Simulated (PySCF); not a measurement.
# Ag²⁺: ionisation energy in def2-QZVPPD with ECP28

Aim: the ionisation energy of silver from differences of total energies, at each level of theory, and how far each lands from the tabulated value where there is one.

Method: unrestricted determinants in a Gaussian basis, no spin-orbit coupling in the energies. Code: PySCF 2.14.0.

## 1. What is computed

| Item | Value |
| --- | --- |
| Element | silver (Z = 47) |
| Basis | def2-QZVPPD with the def2 core potential (28 electrons) |
| Hamiltonian | a scalar-relativistic core potential |
| State 1 | Ag²⁺: [Kr] 4d9, 2D determinant |
| Needed too, but not shown | Ag⁺ [Kr] 4d10 (1S) |
| Methods | CCSD(T) |
| Core shells frozen in the correlated runs | valence and next inner shell: nothing (for Ag²⁺) |

Outer shells as boxes (Hund's rule):

Ag2+ [Kr] 4d9
```
[Kr] core
4d [↑↓][↑↓][↑↓][↑↓][↑ ]
```

The runs were made by one driver on top of PySCF. The scripts below sum up each run's settings (the driver also hands on starting orbitals that pick excited configurations, and frozen orbitals as a list rather than a count), and the logs come from the driver's own runs. The driver starts from symmetry-adapted Hartree-Fock orbitals, holds the occupation by maximum overlap and uses a logarithmic radial grid for functionals, so a plain start would take other cycles.

The integrals over 88 functions and the set-up took 0.35 s of CPU time.

## 2. Ag²⁺: CCSD(T) (valence and next inner shell)

#### CCSD(T) (valence and next inner shell)

File input.py:

```python
from pyscf import gto, scf, dft, mp, cc
import basis_set_exchange as bse
txt = bse.get_basis("def2-QZVPPD", elements=["Ag"], fmt="nwchem", header=False)
cut = txt.index("\nECP")
mol = gto.M(atom="Ag 0 0 0", charge=2, spin=1, symmetry="D2h",
            basis=gto.basis.parse(txt[:cut]),
            ecp={"Ag": gto.basis.parse_ecp(txt[cut:])})
mf = scf.UHF(mol)
mf.irrep_nelec = {'Ag': (3, 2), 'B1g': (1, 1), 'B2g': (1, 1), 'B3g': (1, 1), 'B1u': (1, 1), 'B2u': (1, 1), 'B3u': (1, 1)}
mf.kernel()
mycc = cc.CCSD(mf, frozen=0).run()
mycc.ccsd_t()
```

What does the calculation give?

As calculated:

| quantity | value |
| --- | --- |
| ionisation energy, Ag⁺ | UHF 19.719, CCSD(T) (valence and next inner shell) 21.460 eV; reference 21.484 |

Each level's miss (mean over 1 difference):

```tsv
method	mean absolute miss against CCSD(T) (valence and next inner shell) (eV)
UHF	1.741
MP2 (valence and next inner shell)	0.371
SCS-MP2 (valence and next inner shell)	0.094
CCSD (valence and next inner shell)	0.132
CCSD(T) (valence and next inner shell)	0.000
```

The methods span 2.112 eV, from UHF (19.719) to MP2 (valence and next inner shell) (21.830). The reference is uncertain or not like for like (spin-orbit coupling or other relativistic terms), so no ranking of close methods is drawn. All values hold for this basis alone; no basis-set limit was taken.
